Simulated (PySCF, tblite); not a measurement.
# C4F3O radical: geometry, infrared bands and EPR parameters

Wanted: the infrared bands and EPR parameters of C4F3O radical (`O=C=[C]C(F)=C(F)F`), by calculation.

The runs use tblite 0.8.0 and PySCF 2.14.0, with density-fitted response routines of our own; the level of theory stands in each step. All values are computed, except where a source is named. Atoms are numbered from 0 throughout.

## 1. The starting structure

8 atoms, charge 0, multiplicity 2; geometry from: force field or distance geometry start.

Bonds of the start (Å): O0–C1 1.26, C1–C2 1.31, C2–C3 1.47, C3–F4 1.34, C3–C5 1.32, C5–F6 1.36, C5–F7 1.36.

## 2. Optimising the geometry with GFN2-xTB

Job settings and geometry (Å):

```
{"job": {"kind": "relax", "xc": "GFN2-xTB", "basis": "xTB"}, "charge": 0, "multiplicity": 2}
O      2.626100     0.887900    -0.118100
C      1.785800    -0.003500     0.167700
C      0.932300    -0.940200     0.495200
C     -0.446100    -0.730000     0.017700
F     -1.149800    -1.812200    -0.334500
C     -1.027700     0.451400    -0.051700
F     -0.401600     1.609300     0.294700
F     -2.309800     0.546600    -0.495600
```

Run with:

```console
$ OMP_NUM_THREADS=1 python probes_run.py task.json out
```

This one command runs all jobs of the session in turn.

Log:

```text
step      E/eV     max force
  0    -725.12445    7.190
  1    -725.10995   15.478
  2    -725.77036    3.452
  3    -725.89041    1.297
  4    -725.95798    1.255
  5    -726.00344    1.342
  6    -726.06032    0.692
  7    -726.08520    0.651
  8    -726.12667    0.915
  9    -726.15864    0.737
 10    -726.20769    0.843
 11    -726.24811    0.679
 12    -726.27695    0.391
 13    -726.28679    0.367
 14    -726.29480    0.375
 15    -726.30720    0.413
 16    -726.32834    0.404
 17    -726.34617    0.484
 18    -726.36036    0.929
 19    -726.36975    0.509
 20    -726.37911    0.228
 21    -726.38572    0.329
 22    -726.39476    0.366
 23    -726.40247    0.367
 24    -726.40867    0.183
 25    -726.41170    0.199
 26    -726.41418    0.202
 27    -726.41723    0.183
 28    -726.42071    0.133
 29    -726.42321    0.133
 30    -726.42438    0.126
 31    -726.42508    0.109
 32    -726.42586    0.077
 33    -726.42643    0.061
 34    -726.42670    0.038
 35    -726.42685    0.041
 36    -726.42707    0.043
 37    -726.42737    0.046
 38    -726.42775    0.053
 39    -726.42811    0.071
 40    -726.42844    0.097
 41    -726.42890    0.135
 42    -726.42968    0.187
 43    -726.43098    0.252
 44    -726.43277    0.324
 45    -726.43512    0.321
 46    -726.43694    0.672
 47    -726.43827    0.342
 48    -726.44492    0.368
 49    -726.44836    0.241
 50    -726.44813    1.052
 51    -726.45634    0.371
 52    -726.46267    0.201
 53    -726.45310    1.121
 54    -726.47355    0.331
 55    -726.47809    0.169
 56    -726.48099    0.548
 57    -726.48437    0.273
 58    -726.48610    0.192
 59    -726.48885    0.299
 60    -726.48990    0.098
 61    -726.49105    0.083
 62    -726.49197    0.062
 63    -726.49219    0.044
 64    -726.49228    0.033
 65    -726.49233    0.019
 66    -726.49236    0.021
 67    -726.49238    0.013
 68    -726.49238    0.006
```

Run time: 0.29 s. Hardware: 1 thread of Arm Neoverse V1, shared host.

Step by step: (not every step is listed) (the energy doesn't fall at every step)

| step | energy from step 0 (eV) | largest force (eV/Å) |
| --- | --- | --- |
| 0 | 0.0000 | 7.1898 |
| 1 | 0.0145 | 15.4777 |
| 2 | -0.6459 | 3.4520 |
| 3 | -0.7660 | 1.2966 |
| 4 | -0.8335 | 1.2549 |
| 5 | -0.8790 | 1.3417 |
| 6 | -0.9359 | 0.6923 |
| 7 | -0.9607 | 0.6508 |
| 8 | -1.0022 | 0.9150 |
| 13 | -1.1623 | 0.3669 |
| 18 | -1.2359 | 0.9295 |
| 23 | -1.2780 | 0.3669 |
| 28 | -1.2963 | 0.1331 |
| 33 | -1.3020 | 0.0612 |
| 38 | -1.3033 | 0.0529 |
| 43 | -1.3065 | 0.2521 |
| 48 | -1.3205 | 0.3685 |
| 53 | -1.3286 | 1.1212 |
| 58 | -1.3616 | 0.1920 |
| 63 | -1.3677 | 0.0439 |
| 64 | -1.3678 | 0.0328 |
| 65 | -1.3679 | 0.0192 |
| 66 | -1.3679 | 0.0206 |
| 67 | -1.3679 | 0.0126 |
| 68 | -1.3679 | 0.0061 |

Distances of close pairs at the start and the end, largest changes first:

| bond | before (Å) | after (Å) | change (Å) |
| --- | --- | --- | --- |
| C2–C3 | 1.474 | 1.362 | -0.111 |
| O0–C1 | 1.258 | 1.165 | -0.093 |
| C3–C5 | 1.319 | 1.371 | +0.052 |
| C5–F6 | 1.361 | 1.313 | -0.048 |
| C5–F7 | 1.360 | 1.312 | -0.048 |
| C1–C2 | 1.309 | 1.271 | -0.038 |
| C3–F4 | 1.338 | 1.356 | +0.018 |

The final coordinates are the input of the step that follows.

## 3. Harmonic vibrations with GFN2-xTB

Job settings and geometry (Å):

```
{"job": {"kind": "ir", "xc": "GFN2-xTB", "basis": "xTB"}, "charge": 0, "multiplicity": 2}
O      3.339492    -0.181608     0.268583
C      2.179037    -0.201813     0.170182
C      0.934435     0.038177     0.077208
C     -0.359174    -0.369353    -0.051538
F     -0.672693    -1.685591    -0.143075
C     -1.425977     0.489795    -0.099391
F     -1.305343     1.794746    -0.023991
F     -2.680719     0.125060    -0.222543
```

Log:

```text
mode    cm-1     km/mol
  1      78.8      0.73
  2      90.9      0.87
  3     180.8      4.79
  4     187.6      3.27
  5     354.1      0.35
  6     369.6      5.39
  7     423.8     11.47
  8     483.1     11.87
  9     494.3     31.49
 10     513.6      7.95
 11     522.2     33.30
 12     710.3     22.51
 13    1026.7    221.93
 14    1104.0    170.77
 15    1258.8    247.35
 16    1550.1    283.63
 17    1638.3     67.65
 18    2254.2   1357.98
```

It took 0.16 s on 1 thread of Arm Neoverse V1, shared host.

Which atoms move in the most intense modes:

| cm⁻¹ | km/mol | atoms |
| --- | --- | --- |
| 494 | 31.5 | C1 51 %, C5 20 %, C2 15 % |
| 522 | 33.3 | C2 30 %, F6 20 %, F7 15 %, F4 11 % |
| 1027 | 221.9 | C3 45 %, F7 17 %, C5 12 %, F6 12 % |
| 1104 | 170.8 | C3 64 %, O0 13 %, F4 13 % |
| 1259 | 247.3 | C5 72 %, F6 15 %, F7 12 % |
| 1550 | 283.6 | C5 61 %, C3 26 % |
| 1638 | 67.7 | C2 53 %, C3 22 %, O0 20 % |
| 2254 | 1358.0 | C1 67 %, C2 18 %, O0 15 % |

## 4. EPR parameters: B3LYP/pcH-1

Same as in step 3 but for these lines:

```diff
@@ -1,2 +1,2 @@
-{"job": {"kind": "ir", "xc": "GFN2-xTB", "basis": "xTB"}, "charge": 0, "multiplicity": 2}
+{"job": {"kind": "epr", "basis": "pcH-1"}, "charge": 0, "multiplicity": 2}
 O      3.339492    -0.181608     0.268583
```

Level: UKS B3LYP, pcH-1 on C F O, non-relativistic, mean-field spin-orbit, GIAO.

Log:

```text
UKS, coarse grid
  cycle   1  E = -526.82100170  |g| = 7.97e-01
  cycle   2  E = -524.78954893  |g| = 2.14e+00
  cycle   3  E = -526.98771480  |g| = 4.18e-01
  cycle   4  E = -527.05516081  |g| = 2.17e-01
  cycle   5  E = -527.07294707  |g| = 7.56e-02
  cycle   6  E = -527.07554868  |g| = 3.53e-02
  cycle   7  E = -527.07620452  |g| = 1.36e-02
  cycle   8  E = -527.07633058  |g| = 8.41e-03
  cycle   9  E = -527.07637499  |g| = 1.93e-03
  cycle  10  E = -527.07637773  |g| = 1.13e-03
  cycle  11  E = -527.07637955  |g| = 5.67e-04
UKS, final grid
  cycle   1  E = -527.07641015  |g| = 1.07e-03
  cycle   2  E = -527.07640814  |g| = 2.37e-03
  cycle   3  E = -527.07641061  |g| = 3.73e-04
  cycle   4  E = -527.07641065  |g| = 3.26e-05
  cycle   5  E = -527.07641066  |g| = 2.83e-05
E = -527.07641066 Eh   <S^2> = 0.7688 (exact 0.7500)
g shifts (ppm)      1          2          3
  rmc          -233       -233       -233
  gc            -10         45         49
  oz_so         -87       2786       9255
  total        -331       2597       9071
hyperfine (MHz)  atom isotope    a_iso     a_fc   dipolar eigenvalues
    0   17O     -15.42     -15.42    -69.30     33.96     35.33
    1   13C     -30.26     -30.26    -12.27      0.40     11.87
    2   13C      25.26      25.26    -33.87    -31.61     65.49
    3   13C     -42.49     -42.49    -13.98      5.33      8.65
    4   19F     -27.62     -27.62    -25.09      8.36     16.72
    5   13C      47.06      47.06    -45.26    -44.26     89.52
    6   19F      72.32      72.32   -136.07   -112.82    248.90
    7   19F      79.29      79.29   -146.15   -125.47    271.62
```

Wall time 34 s (1 thread of Arm Neoverse V1, shared host); peak memory 0.76 GiB.

Principal g values 2.00199, 2.00492, 2.01139; g(iso) = 2.00610, against 2.00232 for a free electron.

Hyperfine couplings, nucleus by nucleus at this fixed geometry (no averaging over rotations):

| nuclei | isotope | a(iso) (MHz) | a(iso) (G, at g = 2.0023) | largest dipolar term (MHz) |
| --- | --- | --- | --- | --- |
| F7 | 19F | 79.3 | 28.3 | 271.6 |
| F6 | 19F | 72.3 | 25.8 | 248.9 |
| C5 | 13C | 47.1 | 16.8 | 89.5 |
| C3 | 13C | -42.5 | -15.2 | -14.0 |
| C1 | 13C | -30.3 | -10.8 | -12.3 |
| F4 | 19F | -27.6 | -9.9 | -25.1 |
| C2 | 13C | 25.3 | 9.0 | 65.5 |
| O0 | 17O | -15.4 | -5.5 | -69.3 |

Mulliken spin populations:

| atom | value (e) |
| --- | --- |
| O0 | 0.21 |
| C1 | 0.03 |
| C2 | 0.40 |
| C3 | -0.11 |
| F4 | 0.00 |
| C5 | 0.41 |
| F6 | 0.04 |
| F7 | 0.04 |

In first order the couplings over 0.8 MHz of 19F give 8 distinct lines over 64.0 G.

The fields below are evaluated on a grid from the run's orbitals.

ELF in a plane through or near 8 of the atoms.

Values, 10 rows by 14 columns:
```
0.00 0.00 0.00 0.00 0.00 0.00 0.00 0.00 0.00 0.00 0.00 0.00 0.00 0.00
0.00 0.00 0.00 0.00 0.00 0.00 0.00 0.00 0.00 0.00 0.00 0.00 0.00 0.00
0.00 0.00 0.00 0.00 0.00 0.05 0.08 0.06 0.54 0.48 0.08 0.00 0.00 0.00
0.00 0.00 0.22 0.45 0.05 0.37 0.82 0.10 0.76 0.86 0.15 0.00 0.00 0.00
0.00 0.03 0.75 0.79 0.60 0.86 0.79 0.10 0.42 0.36 0.35 0.20 0.00 0.00
0.00 0.04 0.75 0.82 0.42 0.90 0.55 0.76 0.82 0.72 0.23 0.35 0.00 0.00
0.00 0.00 0.19 0.21 0.27 0.47 0.08 0.79 0.28 0.19 0.67 0.07 0.00 0.00
0.00 0.00 0.00 0.00 0.01 0.01 0.34 0.64 0.82 0.01 0.02 0.00 0.00 0.00
0.00 0.00 0.00 0.00 0.00 0.00 0.03 0.14 0.07 0.00 0.00 0.00 0.00 0.00
0.00 0.00 0.00 0.00 0.00 0.00 0.00 0.00 0.00 0.00 0.00 0.00 0.00 0.00
```
The map spans 11.9 Å across and 8.7 Å up, centred on the molecule. Atoms in the plane (x, y in Å): O0 (-3.3, 0.3), C1 (-2.2, 0.1), C2 (-0.9, 0.2), C3 (0.3, -0.4), F4 (0.4, -1.8), C5 (1.5, 0.3), F6 (1.5, 1.6), F7 (2.7, -0.2).

log10 of the density (e/Å³) in the same plane.

Ten even steps from ' ' (-4.0) to '@' (1.9):
```
                                                        
                                                        
                                ......                  
                            ..::------::..              
          ........::::::::::--==++**++==--..            
      ..::------::----------==++######++==::            
    ..::--====================**%%@@##++==::..          
    ::--==++**++++++++++++++==**######++==--::..        
    ::==++######************++****##**++++++--::        
  ..--==**##@@####%%##%%%%******##@@######**==--..      
    ::==++**################@@####**##%%%%**++--..      
    ::--==++++++************##****++**####**==--        
      ::--==============++**####**++++++++++--::        
      ..::::----------==++**%%%%**++======--::          
          ......::::::--++**%%%%**++--::::..            
                ......::==++****++==::..                
                      ..::--====--::..                  
                          ..::::..                      
                                                        
                                                        
```
The map spans 11.9 Å across and 8.7 Å up, centred on the molecule. Atoms in the plane (x, y in Å): O0 (-3.3, 0.3), C1 (-2.2, 0.1), C2 (-0.9, 0.2), C3 (0.3, -0.4), F4 (0.4, -1.8), C5 (1.5, 0.3), F6 (1.5, 1.6), F7 (2.7, -0.2).

On the surface of density 0.002 e/bohr³ the electrostatic potential runs, from the 1st to the 99th percentile, from -0.87 V near O0 to 1.59 V near C5.

The spin density lies nearest to C2, C5 about 28 % each; O0 17 %; C1 9 %; C3 7 % (beta excess).

## 5. Outcome

| quantity | value |
| --- | --- |
| strongest single infrared mode (GFN2-xTB) | 2254 cm⁻¹, 1358 km/mol |
| zero-point energy (GFN2-xTB) | 18.9 kcal/mol |
| g(iso) (B3LYP) | 2.00610 |
| ⟨S²⟩ | 0.769 (exact 0.75) |
| largest a(iso) | 19F on F7, 79.3 MHz |
| potential on the surface of density 0.002 e/bohr³, 1st and 99th percentile | -0.87 V and 1.59 V |

In words: Over 68 steps the energy fell by 1.368 eV; of the close pairs, C2–C3 changed most, 1.474 to 1.362 Å. All 18 modes are real, so the xTB geometry is a minimum. The strongest single mode, at 2254 cm⁻¹, moves mainly C1. GFN2-xTB is a fitted tight-binding method: band positions and strengths are rough. Its intensities can rank the bands wrongly. The largest spin populations lie on C5 (0.41 e), C2 (0.40 e). The isotropic g lies 3.8 ppt above the free-electron value. The conformer search found further structures of the same energy, which may be mirror or relabelled copies of this one.
